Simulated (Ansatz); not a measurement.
# Alloy of KMgF3 and KZnF3 (7 of 8 Mg sites exchanged), 40 atoms with displaced atoms

Wanted: the effect of changed settings on energy, forces, pressure and convergence.

All numbers are computed with Ansatz 0.2.0 (PAW, plane waves).

2 further runs of the same task are left out: 2 that didn't finish.

## Step 1: The starting cell

40 atoms (8 K, 1 Mg, 7 Zn, 24 F); a = 8.090 Å, b = 8.090 Å, c = 8.090 Å, α = 90.00°, β = 90.00°, γ = 90.00°. All atoms were shaken off their sites by about 0.02 Å along each axis.

## Step 2: PBEsol on the given atoms

in.yaml reads:

```yaml
crystal:
  lattice:
    - [8.089888, 0.000000, 0.000000]
    - [0.000000, 8.089888, 0.000000]
    - [0.000000, 0.000000, 8.089888]
  atoms:
    - { symbol: K, position: [0.004708, 0.000868, 0.003768] }
    - { symbol: K, position: [0.997320, 0.001894, 0.500352] }
    - { symbol: K, position: [0.998605, 0.501576, 0.999464] }
    - { symbol: K, position: [0.997285, 0.503592, 0.495466] }
    - { symbol: K, position: [0.493890, 0.999643, 0.995180] }
    - { symbol: K, position: [0.499463, 0.003241, 0.501509] }
    - { symbol: K, position: [0.494107, 0.499997, 0.996376] }
    - { symbol: K, position: [0.499133, 0.498778, 0.500461] }
    - { symbol: Mg, position: [0.248831, 0.250524, 0.253525] }
    - { symbol: Zn, position: [0.249559, 0.249296, 0.751056] }
    - { symbol: Zn, position: [0.251445, 0.749392, 0.251995] }
    - { symbol: Zn, position: [0.249198, 0.746059, 0.750139] }
    - { symbol: Zn, position: [0.749730, 0.249750, 0.249587] }
    - { symbol: Zn, position: [0.748111, 0.249628, 0.747802] }
    - { symbol: Zn, position: [0.748324, 0.748042, 0.252468] }
    - { symbol: Zn, position: [0.752188, 0.753725, 0.750799] }
    - { symbol: F, position: [0.248577, 0.244842, 0.000723] }
    - { symbol: F, position: [0.251350, 0.249302, 0.501975] }
    - { symbol: F, position: [0.249753, 0.751967, 0.000175] }
    - { symbol: F, position: [0.254626, 0.750427, 0.503141] }
    - { symbol: F, position: [0.752430, 0.248472, 0.998725] }
    - { symbol: F, position: [0.750213, 0.245853, 0.500194] }
    - { symbol: F, position: [0.750497, 0.750371, 0.002536] }
    - { symbol: F, position: [0.747855, 0.748088, 0.502046] }
    - { symbol: F, position: [0.001466, 0.250450, 0.254487] }
    - { symbol: F, position: [0.997415, 0.250037, 0.756130] }
    - { symbol: F, position: [0.004751, 0.749247, 0.249475] }
    - { symbol: F, position: [0.999218, 0.752194, 0.751015] }
    - { symbol: F, position: [0.496146, 0.250437, 0.251107] }
    - { symbol: F, position: [0.502286, 0.249901, 0.750125] }
    - { symbol: F, position: [0.498609, 0.751989, 0.246804] }
    - { symbol: F, position: [0.499132, 0.749698, 0.745183] }
    - { symbol: F, position: [0.246234, 0.999688, 0.252711] }
    - { symbol: F, position: [0.254228, 0.998139, 0.751261] }
    - { symbol: F, position: [0.249626, 0.501219, 0.251220] }
    - { symbol: F, position: [0.249261, 0.501968, 0.747478] }
    - { symbol: F, position: [0.750863, 0.002463, 0.249435] }
    - { symbol: F, position: [0.747105, 0.002452, 0.748404] }
    - { symbol: F, position: [0.748865, 0.503847, 0.247657] }
    - { symbol: F, position: [0.750107, 0.498759, 0.751586] }
  symmetry: { detect: false }
kpoints:
  mp_grid: { grid: [1, 1, 1], shift: [0.25, 0.25, 0.25] }
hamiltonian:
  xc: pbesol
scf:
  occupations: { method: fermi_dirac, width: 0.01 }
output:
  forces: true
  eigenvalues: true
  stress: true
  populations: true
  eigenstates: { kpoints: [[0.25, 0.25, 0.25]], e_range: [-6.0, 6.0], localisation: true }
```

The run is started by

```console
> ansatz run in.yaml --threads 7 --pin off --max-ram 13300MiB --runs-dir r --events-out ev --progress --plain
```

## Step 3: Variant: smearing width 1.0 eV

in.yaml: that of step 2 with these lines changed.

```diff
@@ -52,3 +52,4 @@
 scf:
-  occupations: { method: fermi_dirac, width: 0.01 }
+  occupations: { method: fermi_dirac, width: 1 }
+  max_iter: 100
 output:
@@ -57,3 +58 @@
   stress: true
-  populations: true
-  eigenstates: { kpoints: [[0.25, 0.25, 0.25]], e_range: [-6.0, 6.0], localisation: true }
```

## Step 4: Changed settings: starting moment 4 μB

in.yaml: that of step 3 with these lines changed.

```diff
@@ -51,5 +51,8 @@
   xc: pbesol
+magnetization:
+  spin_polarized: true
+  initial_magnetization: 4
 scf:
-  occupations: { method: fermi_dirac, width: 1 }
-  max_iter: 100
+  occupations: { method: fermi_dirac, width: 0.01 }
+  max_iter: 80
 output:
```

## Step 5: Variant: xc grid 2, occupations fixed

in.yaml: that of step 4 with these lines changed.

```diff
@@ -49,10 +49,8 @@
   mp_grid: { grid: [1, 1, 1], shift: [0.25, 0.25, 0.25] }
+basis: { xc_grid: 2 }
 hamiltonian:
   xc: pbesol
-magnetization:
-  spin_polarized: true
-  initial_magnetization: 4
 scf:
-  occupations: { method: fermi_dirac, width: 0.01 }
-  max_iter: 80
+  occupations: { method: fixed }
+  max_iter: 70
 output:
```

## Step 6: Run again with xc grid 1

in.yaml: that of step 5 with these lines changed.

```diff
@@ -49,3 +49,3 @@
   mp_grid: { grid: [1, 1, 1], shift: [0.25, 0.25, 0.25] }
-basis: { xc_grid: 2 }
+basis: { xc_grid: 1 }
 hamiltonian:
@@ -53,4 +53,4 @@
 scf:
-  occupations: { method: fixed }
-  max_iter: 70
+  occupations: { method: fermi_dirac, width: 0.01 }
+  max_iter: 100
 output:
```

**Question.** What will these runs give? Wanted: for each run, settings; status; energy from base; forces from base.

As calculated:

| settings | status | cycles | time | energy from base (meV/atom) | forces from base (eV/Å rms) | filled to empty level on the mesh (eV) |
| --- | --- | --- | --- | --- | --- | --- |
| base | converged | 9 | 9 s (7 CPU threads) | 0 | 0 | 5.03 |
| smearing width 1.0 eV | converged, settings too loose | 10 | 6.1 s (7 CPU threads) | +61.9 | 0.031 | - |
| starting moment 4 μB | converged | 16 | 9.4 s (7 CPU threads) | 0.0 | 0.000 | 5.03 |
| xc grid 2, occupations fixed | converged | 9 | 3.5 s (7 CPU threads) | 0.0 | 0.000 | 5.03 |
| xc grid 1 | converged | 9 | 3.1 s (7 CPU threads) | 0.0 | 0.001 | 5.03 |

**Reading.** Among these variants the forces move most with smearing width 1.0 eV (0.031 eV/Å rms). The base mesh is coarse for so small a cell, so pressure, spacing and their changes aren't converged values of the solid.
